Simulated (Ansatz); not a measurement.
# SnH3O radical: how energies converge with the basis set

An exercise on one series of results from a longer session: the logs are not shown, and one member is left open.

Program: Ansatz 0.2.0, Gaussian basis. Level of theory: one geometry, several basis sets. These are calculated values, not measurements.

The runs, in order: PBE0-D4/def2-SVP; ωB97M-V/def2-SVP; PBE0-D4/def2-QZVPP; ωB97M-V/def2-QZVPP; the functionals' def2-TZVPP values are taken from earlier runs.

### The relaxed structure

All runs share one geometry, relaxed beforehand with PBE0-D4 in a triple-zeta def2 set. Sn takes the def2 core potential; no spin-orbit term is included.

SMILES `[OH][SnH2]`, 5 atoms, charge 0, spin multiplicity 2.

Atoms are counted from 1 here; the program's logs count them from 0.

Bond lengths: O1–Sn2 1.976 Å, O1–H3 0.960 Å, Sn2–H4 1.735 Å, Sn2–H5 1.722 Å. Angles: Sn2–O1–H3 113.3°, O1–Sn2–H4 106.9°, O1–Sn2–H5 101.9°, H4–Sn2–H5 111.7°.

Set-up of the first run:

in.yaml reads:

```yaml
crystal:
  periodic: [false, false, false]
  atoms:
    - {symbol: O, position_ang: [0.707361, -0.732935, 0.861875]}
    - {symbol: Sn, position_ang: [0.104492, 0.308848, -0.705519]}
    - {symbol: H, position_ang: [0.368586, -1.631323, 0.873208]}
    - {symbol: H, position_ang: [-1.606838, 0.061318, -0.845924]}
    - {symbol: H, position_ang: [0.476300, 1.920394, -0.224940]}
basis:
  gaussian: {orbitals: def2-SVP}
magnetization: {spin_polarized: true, initial_magnetization: 1}
hamiltonian: {xc: pbe0, dispersion: d4}
output: {orbitals: {seedname: orbitals}}
```

Among the steps run: PBE0-D4 in def2-SVP; ωB97M-V in def2-SVP; PBE0-D4 in def2-QZVPP; ωB97M-V in def2-QZVPP.

One table of the session follows, with a row left open; its other results are not shown here.

It belongs to the step «Functionals by basis». 

```
functional       basis  HOMO (eV)  LUMO (eV)
   PBE0-D4    def2-SVP      -6.02      -3.04
   PBE0-D4  def2-TZVPP      -6.16      -3.15
   PBE0-D4  def2-QZVPP      -6.19      -3.18
   ωB97M-V    def2-SVP      -8.01      -1.23
   ωB97M-V  def2-TZVPP          ?          ?
   ωB97M-V  def2-QZVPP      -8.22      -1.48
```

Q: Estimate the row for ωB97M-V, def2-TZVPP from the others.

As computed: HOMO (eV): -8.19; LUMO (eV): -1.43. In the column «HOMO (eV)» it lies between ωB97M-V, def2-QZVPP (-8.22) and ωB97M-V, def2-SVP (-8.01).
